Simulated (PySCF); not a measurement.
**A gas-phase reaction: Cl2H2OSi + H2 → Cl2H2Si + H2O**

Aim: the reaction energy of `O[SiH](Cl)Cl` + `[H][H]` → `Cl[SiH2]Cl` + `O`.

Programs: PySCF 2.14.0. All values are calculated, for the isolated system unless a continuum is named. Atoms count from 0, parts from 1.

### Step 1. Starting point

Each species was relaxed by itself at PBE0-D3(BJ)/def2-SVPD.

### Step 2. Reaction energy: wB97M-D3(BJ)/def2-TZVPD

Job settings and geometry (Å):

```
{"job": {"kind": "react", "xc": "wB97M-D3(BJ)", "basis": "def2-TZVPD"}, "charge": 0, "multiplicity": 1}
-1 Cl2H2OSi charge 0 multiplicity 1
O      0.560860     1.279420    -0.052220
Si     0.188280    -0.315740    -0.205540
Cl     0.177250    -1.254480     1.631580
Cl    -1.691080    -0.559420    -1.020050
H      0.002860     1.851540     0.481650
H      1.201550    -0.927620    -1.079960

-1 H2 charge 0 multiplicity 1
H      0.380150    -0.008600     0.006630
H     -0.380150     0.008600    -0.006630

+1 Cl2H2Si charge 0 multiplicity 1
Cl    -1.690770     1.047280     0.135370
Si    -0.011570    -0.152950     0.072120
Cl     1.678040     1.031780    -0.005180
H      0.038070    -0.952810     1.317380
H     -0.068410    -0.967180    -1.163500

+1 H2O charge 0 multiplicity 1
O     -0.003230     0.389370     0.002970
H     -0.761230    -0.201040     0.001420
H      0.764500    -0.188300    -0.004440
```

Level: wB97M-D3(BJ)/def2-TZVPD reaction energy of separated species, gas phase.

On the command line:

```bash
$ OMP_NUM_THREADS=1 python cluster_run.py task.json out
```

This one command runs all jobs of the session in turn.

The program printed:

```text
species 1 (Cl2H2OSi)
coarse grid: 29168 points
cycle   1  E = -1286.5990958508  dE =  3.655e-01  |g| = 7.195e-01  |ddm| = 1.887e+00
cycle   2  E = -1286.5989120729  dE =  1.838e-04  |g| = 7.917e-01  |ddm| = 9.180e-01
cycle   3  E = -1286.7065507983  dE = -1.076e-01  |g| = 6.145e-02  |ddm| = 4.616e-01
cycle   4  E = -1286.7072888055  dE = -7.380e-04  |g| = 2.960e-02  |ddm| = 7.368e-02
cycle   5  E = -1286.7074696561  dE = -1.809e-04  |g| = 3.873e-03  |ddm| = 2.241e-02
cycle   6  E = -1286.7074775442  dE = -7.888e-06  |g| = 1.060e-03  |ddm| = 8.858e-03
final grid: 57376 points
cycle   7  E = -1286.7073938307  dE = -5.222e-07  |g| = 6.200e-04  |ddm| = 3.119e-03
cycle   8  E = -1286.7073939116  dE = -8.089e-08  |g| = 4.695e-04  |ddm| = 9.571e-04
cycle   9  E = -1286.7073939617  dE = -5.017e-08  |g| = 8.137e-05  |ddm| = 3.118e-04
cycle  10  E = -1286.7073939649  dE = -3.117e-09  |g| = 4.765e-05  |ddm| = 1.151e-04
cycle  11  E = -1286.7073939657  dE = -8.754e-10  |g| = 1.450e-05  |ddm| = 7.832e-05
converged SCF energy = -1286.7073939657

species 2 (H2)
coarse grid: 4944 points
cycle   1  E = -1.1694182483  dE = -2.751e-01  |g| = 9.865e-03  |ddm| = 4.504e-01
cycle   2  E = -1.1694524943  dE = -3.425e-05  |g| = 1.161e-03  |ddm| = 9.676e-03
cycle   3  E = -1.1694531765  dE = -6.822e-07  |g| = 1.815e-04  |ddm| = 1.918e-03
final grid: 10744 points
cycle   4  E = -1.1694518347  dE = -2.406e-08  |g| = 4.113e-05  |ddm| = 3.870e-04
cycle   5  E = -1.1694518359  dE = -1.270e-09  |g| = 9.627e-06  |ddm| = 9.174e-05
cycle   6  E = -1.1694518360  dE = -7.526e-11  |g| = 3.020e-07  |ddm| = 2.872e-05
converged SCF energy = -1.1694518360

species 3 (Cl2H2Si)
coarse grid: 23992 points
cycle   1  E = -1211.3219443106  dE =  1.092e-01  |g| = 3.847e-01  |ddm| = 1.637e+00
cycle   2  E = -1211.3422002469  dE = -2.026e-02  |g| = 3.324e-01  |ddm| = 6.029e-01
cycle   3  E = -1211.3683722246  dE = -2.617e-02  |g| = 1.906e-02  |ddm| = 2.648e-01
cycle   4  E = -1211.3684859669  dE = -1.137e-04  |g| = 4.859e-03  |ddm| = 2.738e-02
cycle   5  E = -1211.3685008895  dE = -1.492e-05  |g| = 1.247e-03  |ddm| = 1.216e-02
cycle   6  E = -1211.3685015806  dE = -6.911e-07  |g| = 3.572e-04  |ddm| = 1.758e-03
final grid: 46168 points
cycle   7  E = -1211.3684884096  dE = -1.068e-07  |g| = 1.920e-04  |ddm| = 1.402e-03
cycle   8  E = -1211.3684884225  dE = -1.296e-08  |g| = 1.128e-04  |ddm| = 2.736e-04
cycle   9  E = -1211.3684884262  dE = -3.668e-09  |g| = 2.648e-05  |ddm| = 8.953e-05
cycle  10  E = -1211.3684884268  dE = -6.373e-10  |g| = 1.131e-05  |ddm| = 6.382e-05
converged SCF energy = -1211.3684884268

species 4 (H2O)
coarse grid: 10128 points
cycle   1  E = -76.4117500228  dE = -7.453e-02  |g| = 5.872e-01  |ddm| = 8.994e-01
cycle   2  E = -76.4087433605  dE =  3.007e-03  |g| = 6.461e-01  |ddm| = 5.038e-01
cycle   3  E = -76.4759334175  dE = -6.719e-02  |g| = 2.731e-02  |ddm| = 2.374e-01
cycle   4  E = -76.4760586196  dE = -1.252e-04  |g| = 5.497e-03  |ddm| = 1.609e-02
cycle   5  E = -76.4760672964  dE = -8.677e-06  |g| = 8.214e-04  |ddm| = 5.831e-03
final grid: 21952 points
cycle   6  E = -76.4760629937  dE = -1.975e-07  |g| = 5.843e-04  |ddm| = 1.373e-03
cycle   7  E = -76.4760630006  dE = -6.840e-09  |g| = 6.466e-04  |ddm| = 6.469e-04
cycle   8  E = -76.4760630642  dE = -6.364e-08  |g| = 3.199e-05  |ddm| = 2.236e-04
cycle   9  E = -76.4760630650  dE = -8.226e-10  |g| = 4.133e-06  |ddm| = 1.105e-04
converged SCF energy = -76.4760630650

Reaction energy = 20.877 kcal/mol
```

It took 27 s on 1 thread of Arm Neoverse N1, shared host; peak memory 0.65 GiB.

Species by species (with the dispersion term, which the log's SCF energies lack):

```tsv
ν	species	energy (Eh)	HOMO (eV)
-1	O[SiH](Cl)Cl	-1286.71413	-11.59
-1	[H][H]	-1.16967	-14.48
+1	Cl[SiH2]Cl	-1211.37371	-11.47
+1	O	-76.47682	-11.72
```

### Step 3. Reaction energy: PBE0-D3(BJ)/def2-TZVPD

Same as in step 2 but for these lines:

```diff
@@ -1,2 +1,2 @@
-{"job": {"kind": "react", "xc": "wB97M-D3(BJ)", "basis": "def2-TZVPD"}, "charge": 0, "multiplicity": 1}
+{"job": {"kind": "react", "xc": "PBE0", "basis": "def2-TZVPD", "disp": "d3bj"}, "charge": 0, "multiplicity": 1}
 -1 Cl2H2OSi charge 0 multiplicity 1
```

Method: PBE0-D3(BJ)/def2-TZVPD reaction energy of separated species, gas phase.

The program printed:

```text
species 1 (Cl2H2OSi)
coarse grid: 7200 points
cycle   1  E = -1285.9480799946  dE =  3.754e-01  |g| = 7.346e-01  |ddm| = 1.961e+00
cycle   2  E = -1285.7930474112  dE =  1.550e-01  |g| = 1.174e+00  |ddm| = 1.131e+00
cycle   3  E = -1286.0448570194  dE = -2.518e-01  |g| = 1.024e-01  |ddm| = 7.342e-01
cycle   4  E = -1286.0469082048  dE = -2.051e-03  |g| = 4.276e-02  |ddm| = 1.132e-01
cycle   5  E = -1286.0472592993  dE = -3.511e-04  |g| = 8.872e-03  |ddm| = 3.505e-02
cycle   6  E = -1286.0472779063  dE = -1.861e-05  |g| = 3.062e-03  |ddm| = 8.642e-03
cycle   7  E = -1286.0472802126  dE = -2.306e-06  |g| = 3.114e-04  |ddm| = 2.081e-03
final grid: 57376 points
cycle   8  E = -1286.0479324414  dE = -2.188e-05  |g| = 5.010e-03  |ddm| = 2.351e-02
cycle   9  E = -1286.0479285357  dE =  3.906e-06  |g| = 6.538e-03  |ddm| = 6.760e-03
cycle  10  E = -1286.0479358340  dE = -7.298e-06  |g| = 1.014e-03  |ddm| = 4.137e-03
cycle  11  E = -1286.0479359951  dE = -1.612e-07  |g| = 1.195e-04  |ddm| = 6.045e-04
cycle  12  E = -1286.0479359982  dE = -3.018e-09  |g| = 4.042e-05  |ddm| = 1.395e-04
cycle  13  E = -1286.0479359986  dE = -4.111e-10  |g| = 1.177e-05  |ddm| = 3.792e-05
converged SCF energy = -1286.0479359986

species 2 (H2)
coarse grid: 1240 points
cycle   1  E = -1.1670615708  dE = -2.327e-01  |g| = 2.266e-02  |ddm| = 4.588e-01
cycle   2  E = -1.1672489978  dE = -1.874e-04  |g| = 3.233e-03  |ddm| = 1.896e-02
cycle   3  E = -1.1672534534  dE = -4.456e-06  |g| = 9.770e-05  |ddm| = 2.761e-03
final grid: 10744 points
cycle   4  E = -1.1681369947  dE = -1.929e-06  |g| = 2.739e-04  |ddm| = 1.571e-03
cycle   5  E = -1.1681370230  dE = -2.826e-08  |g| = 3.988e-05  |ddm| = 2.445e-04
cycle   6  E = -1.1681370236  dE = -6.314e-10  |g| = 1.262e-06  |ddm| = 3.103e-05
converged SCF energy = -1.1681370236

species 3 (Cl2H2Si)
coarse grid: 6112 points
cycle   1  E = -1210.7781770271  dE =  1.090e-01  |g| = 3.104e-01  |ddm| = 1.661e+00
cycle   2  E = -1210.7664167224  dE =  1.176e-02  |g| = 3.814e-01  |ddm| = 5.913e-01
cycle   3  E = -1210.8033441581  dE = -3.693e-02  |g| = 3.547e-02  |ddm| = 3.190e-01
cycle   4  E = -1210.8035704038  dE = -2.262e-04  |g| = 1.177e-02  |ddm| = 2.608e-02
cycle   5  E = -1210.8036031196  dE = -3.272e-05  |g| = 2.135e-03  |ddm| = 1.000e-02
cycle   6  E = -1210.8036040772  dE = -9.577e-07  |g| = 5.726e-04  |ddm| = 2.069e-03
final grid: 46168 points
cycle   7  E = -1210.8046522367  dE = -1.363e-05  |g| = 3.562e-03  |ddm| = 1.949e-02
cycle   8  E = -1210.8046522042  dE =  3.253e-08  |g| = 2.966e-03  |ddm| = 4.662e-03
cycle   9  E = -1210.8046537503  dE = -1.546e-06  |g| = 4.684e-04  |ddm| = 2.634e-03
cycle  10  E = -1210.8046538138  dE = -6.349e-08  |g| = 8.722e-05  |ddm| = 3.913e-04
cycle  11  E = -1210.8046538157  dE = -1.884e-09  |g| = 1.573e-05  |ddm| = 7.658e-05
cycle  12  E = -1210.8046538158  dE = -6.389e-11  |g| = 4.519e-06  |ddm| = 1.341e-05
converged SCF energy = -1210.8046538158

species 4 (H2O)
coarse grid: 2328 points
cycle   1  E = -76.3044295603  dE = -5.295e-03  |g| = 6.571e-01  |ddm| = 9.011e-01
cycle   2  E = -76.1882116029  dE =  1.162e-01  |g| = 1.036e+00  |ddm| = 7.256e-01
cycle   3  E = -76.3820292853  dE = -1.938e-01  |g| = 3.132e-02  |ddm| = 4.396e-01
cycle   4  E = -76.3822115884  dE = -1.823e-04  |g| = 5.864e-03  |ddm| = 1.606e-02
cycle   5  E = -76.3822167272  dE = -5.139e-06  |g| = 7.850e-04  |ddm| = 2.507e-03
final grid: 21952 points
cycle   6  E = -76.3808944312  dE = -1.510e-05  |g| = 3.448e-03  |ddm| = 9.301e-03
cycle   7  E = -76.3808924652  dE =  1.966e-06  |g| = 4.753e-03  |ddm| = 3.320e-03
cycle   8  E = -76.3808961819  dE = -3.717e-06  |g| = 2.517e-04  |ddm| = 1.965e-03
cycle   9  E = -76.3808961925  dE = -1.061e-08  |g| = 2.397e-05  |ddm| = 1.100e-04
cycle  10  E = -76.3808961926  dE = -1.114e-10  |g| = 3.293e-06  |ddm| = 1.514e-05
converged SCF energy = -76.3808961926

Reaction energy = 19.720 kcal/mol
```

Run time: 14 s. Hardware: 1 thread of Arm Neoverse N1, shared host; peak memory 0.62 GiB.

Reaction energy at this level: 19.72 kcal/mol.

### Step 4. Energies of the species: MP2/def2-TZVPD

Same as in step 3 but for these lines:

```diff
@@ -1,2 +1,2 @@
-{"job": {"kind": "react", "xc": "PBE0", "basis": "def2-TZVPD", "disp": "d3bj"}, "charge": 0, "multiplicity": 1}
+{"job": {"kind": "react", "xc": "MP2", "basis": "def2-TZVPD"}, "charge": 0, "multiplicity": 1}
 -1 Cl2H2OSi charge 0 multiplicity 1
```

With the program's defaults for keys left out, this is: MP2/def2-TZVPD reaction energy of separated species, gas phase.

The program printed:

```text
species 1 (Cl2H2OSi)
final grid: 57376 points
cycle   1  E = -1284.1129235318  dE =  3.352e-01  |g| = 5.877e-01  |ddm| = 1.860e+00
cycle   2  E = -1284.1738667620  dE = -6.094e-02  |g| = 3.481e-01  |ddm| = 6.011e-01
cycle   3  E = -1284.1967109432  dE = -2.284e-02  |g| = 4.577e-02  |ddm| = 2.332e-01
cycle   4  E = -1284.1974239380  dE = -7.130e-04  |g| = 1.543e-02  |ddm| = 6.426e-02
cycle   5  E = -1284.1975024572  dE = -7.852e-05  |g| = 4.617e-03  |ddm| = 1.751e-02
cycle   6  E = -1284.1975129005  dE = -1.044e-05  |g| = 1.225e-03  |ddm| = 6.632e-03
cycle   7  E = -1284.1975141700  dE = -1.269e-06  |g| = 3.176e-04  |ddm| = 2.133e-03
cycle   8  E = -1284.1975142507  dE = -8.074e-08  |g| = 7.622e-05  |ddm| = 5.838e-04
cycle   9  E = -1284.1975142538  dE = -3.141e-09  |g| = 1.690e-05  |ddm| = 1.224e-04
cycle  10  E = -1284.1975142540  dE = -1.678e-10  |g| = 3.631e-06  |ddm| = 3.421e-05
converged SCF energy = -1284.1975142540

species 2 (H2)
final grid: 10744 points
cycle   1  E = -1.1312978354  dE = -3.213e-01  |g| = 4.426e-02  |ddm| = 4.479e-01
cycle   2  E = -1.1322326195  dE = -9.348e-04  |g| = 7.183e-03  |ddm| = 3.751e-02
cycle   3  E = -1.1322673197  dE = -3.470e-05  |g| = 8.111e-04  |ddm| = 1.078e-02
cycle   4  E = -1.1322677346  dE = -4.150e-07  |g| = 2.771e-05  |ddm| = 1.627e-03
cycle   5  E = -1.1322677351  dE = -4.855e-10  |g| = 2.610e-06  |ddm| = 6.834e-05
converged SCF energy = -1.1322677351

species 3 (Cl2H2Si)
final grid: 46168 points
cycle   1  E = -1209.1841639878  dE =  9.746e-02  |g| = 3.874e-01  |ddm| = 1.609e+00
cycle   2  E = -1209.2273757109  dE = -4.321e-02  |g| = 2.002e-01  |ddm| = 4.761e-01
cycle   3  E = -1209.2375812797  dE = -1.021e-02  |g| = 3.096e-02  |ddm| = 1.763e-01
cycle   4  E = -1209.2380799782  dE = -4.987e-04  |g| = 7.458e-03  |ddm| = 4.878e-02
cycle   5  E = -1209.2381137581  dE = -3.378e-05  |g| = 1.801e-03  |ddm| = 1.297e-02
cycle   6  E = -1209.2381163602  dE = -2.602e-06  |g| = 6.378e-04  |ddm| = 2.692e-03
cycle   7  E = -1209.2381166824  dE = -3.223e-07  |g| = 1.596e-04  |ddm| = 9.805e-04
cycle   8  E = -1209.2381167015  dE = -1.908e-08  |g| = 3.029e-05  |ddm| = 3.150e-04
cycle   9  E = -1209.2381167022  dE = -6.494e-10  |g| = 6.374e-06  |ddm| = 6.752e-05
converged SCF energy = -1209.2381167022

species 4 (H2O)
final grid: 21952 points
cycle   1  E = -76.0248952330  dE = -1.467e-01  |g| = 4.364e-01  |ddm| = 8.776e-01
cycle   2  E = -76.0503812447  dE = -2.549e-02  |g| = 2.594e-01  |ddm| = 2.972e-01
cycle   3  E = -76.0608900987  dE = -1.051e-02  |g| = 2.594e-02  |ddm| = 1.025e-01
cycle   4  E = -76.0610474549  dE = -1.574e-04  |g| = 5.694e-03  |ddm| = 1.523e-02
cycle   5  E = -76.0610618218  dE = -1.437e-05  |g| = 1.176e-03  |ddm| = 5.302e-03
cycle   6  E = -76.0610627115  dE = -8.897e-07  |g| = 2.235e-04  |ddm| = 1.658e-03
cycle   7  E = -76.0610627482  dE = -3.670e-08  |g| = 3.304e-05  |ddm| = 3.733e-04
cycle   8  E = -76.0610627489  dE = -6.654e-10  |g| = 4.159e-06  |ddm| = 3.886e-05
converged SCF energy = -76.0610627489

Reaction energy = 23.749 kcal/mol
```

Run time: 7.1 s. Hardware: 1 thread of Arm Neoverse N1, shared host; peak memory 0.49 GiB.

Reaction energy at this level: 23.75 kcal/mol.

### Step 5. Comparing the runs

Energies in kcal/mol, with wall time:

```tsv
run	reaction	time
wB97M-D3(BJ)/def2-TZVPD	20.88	27 s
PBE0-D3(BJ)/def2-TZVPD	19.72	14 s
MP2/def2-TZVPD	23.75	7.1 s
```

### Step 6. Summary of results

| quantity | value |
| --- | --- |
| reaction energy (wB97M-D3(BJ)/def2-TZVPD) | 20.88 kcal/mol |
| ΔH, ΔG at 298 K (xTB thermal terms) | +24.0, +22.5 kcal/mol |
| range of the reaction energy over the runs of this table | 19.72 to 23.75 kcal/mol |

**Reading.** The reaction is endothermic by 24.0 kcal/mol in the gas phase; dispersion gives +0.61, and xTB itself gave 14.54 for the electronic energy (xTB energies and thermal terms come from the earlier relaxation of each species, not shown). No barrier was sought. The reaction energy runs from 19.72 (PBE0-D3(BJ)/def2-TZVPD) to 23.75 kcal/mol (MP2/def2-TZVPD).
